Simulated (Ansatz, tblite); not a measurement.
## A script for TePb (GFN2-xTB)

These are simulated results from tblite 0.8.0, not measurements. The cell was built from a prototype and was relaxed with r2SCAN in plane waves (Ansatz 0.2.0). Not every such cell is a known phase. All runs are without spin polarisation.

The symmetry is Fm-3m (No. 225, cubic); conventional cell a = 6.536 Å, 34.90 Å³ an atom. Around Pb lie 6 Te at 3.27 Å; around Te lie 6 Pb at 3.27 Å.

tblite solves periodic systems at the zone centre alone, so the script builds a cluster of 2×2×2 conventional cells (64 atoms), which folds in a coarse mesh of k points.

Input script:

```python
import json
from ase import Atoms
from ase.build import make_supercell
from ase.units import Bohr, GPa, Hartree
from tblite.interface import Calculator

atoms = Atoms(['Pb', 'Te'],
              cell=[[0.0, 3.267837, 3.267837], [3.267837, 0.0, 3.267837], [3.267837, 3.267837, 0.0]],
              scaled_positions=[[0.0, -0.0, -0.0], [0.5, 0.5, 0.5]],
              pbc=True)
cluster = make_supercell(atoms, [[-2, 2, 2], [2, -2, 2], [2, 2, -2]])
calc = Calculator('GFN2-xTB', cluster.numbers, cluster.positions / Bohr, lattice=cluster.cell[:] / Bohr, periodic=cluster.pbc)
calc.set('temperature', 0.02 / Hartree)
calc.set('max-iter', 150)
res = calc.singlepoint()
levels = res.get('orbital-energies') * Hartree
nv = round(res.get('orbital-occupations').sum() / 2)
cells = len(cluster) // len(atoms)
out = {'energy_per_cell': res.get('energy') * Hartree / cells, 'homo': levels[nv - 1], 'lumo': levels[nv],
       'stress': (-res.get('virial') * Hartree / cluster.get_volume() / GPa).tolist(), 'charges': res.get('charges')[:len(atoms)].tolist(), 'electrons': 2 * nv / cells}
json.dump(out, open('results.json', 'w'))
for key, value in out.items():
    print(key, value)
```

Command: `python run.py`. It took 3.3 s on 1 thread of Arm Neoverse V2, with other jobs on the host, peak memory 0.12 GiB.

What it printed:

```
------------------------------------------------------------
  cycle        total energy    energy error   density error
------------------------------------------------------------
      1     -170.4348803322  -1.7059566E+02   2.5717842E-01
      2     -92.02593571368   7.8408945E+01   8.3653667E-01
      3     -173.6210176749  -8.1595082E+01   1.6471272E-01
      4     -175.1649664096  -1.5439487E+00   8.5466821E-02
      5     -175.7014563851  -5.3648998E-01   1.2664749E-02
      6     -175.6927785230   8.6778621E-03   1.4799667E-02
      7     -175.7105928909  -1.7814368E-02   2.8037097E-03
      8     -175.7111729682  -5.8007734E-04   9.8218130E-04
      9     -175.7112451490  -7.2180779E-05   3.1540279E-04
     10     -175.7112534277  -8.2786912E-06   4.5624737E-05
     11     -175.7112533605   6.7160471E-08   5.3253358E-05
     12     -175.7112535780  -2.1746223E-07   1.5568604E-05
------------------------------------------------------------

 total:                                   2.745 sec
energy_per_cell -149.41708593548728
homo -7.58733322514697
lumo -6.508117297088338
stress [[-4.3033490961404235, -1.5193808512519534e-14, -1.6093488542456204e-14], [-1.520075079883985e-14, -4.3033490961403835, -5.6133998549748963e-14], [-1.606284549812341e-14, -5.610719045265946e-14, -4.303349096140571]]
charges [0.16793957422645844, -0.167941407661797]
electrons 10.0
```

The cycle table is in hartree for the whole cluster, and the lines after it are in eV (the energy for one cell). The printed stress is in GPa and positive in compression, and the pressure is its mean diagonal.

GFN2-xTB gives a gap of 1.08 eV. On the same cell, plane-wave PBE (Ansatz, 8×8×8 k points and the special points) gives a gap of 0.80 eV and r2SCAN a gap of 1.09 eV; on shared hosts these took about 2.7 and 6.7 core-seconds on the 2-atom cell, against 3.3 for the script. Spin-orbit coupling, left out in all these runs, can cut or reorder the gap by tenths of an eV, up to about 1 eV with Pb or Bi. xTB was fitted to molecules, so gaps, charges and pressures of solids can be far off, and the gap also depends on the size of the cluster.

The same script was run on cells scaled at fixed shape and fractional coordinates:

| volume (Å³/atom) | energy (meV/atom) | pressure (GPa, positive in compression) | gap (eV) |
| --- | --- | --- | --- |
| 30.71 | -39.6 | 2.08 | 0.87 |
| 32.80 | -40.3 | -1.73 | 1.01 |
| 34.90 | 0.0 | -4.30 | 1.08 |
| 36.99 | 63.1 | -5.79 | 1.10 |
| 39.08 | 153.2 | -7.67 | 1.10 |

The pressure crosses zero near 31.8 Å³/atom, but the curve is too rough for a fit.

xTB was fitted mostly to molecules, and a small cluster samples few k points, so gaps, pressures and kinks along a curve can be far from a solid's.

Spin-orbit coupling is left out; in compounds of Pb, Bi, Tl or Hg it can lower a gap by up to about 1 eV, split its edges or invert the bands.
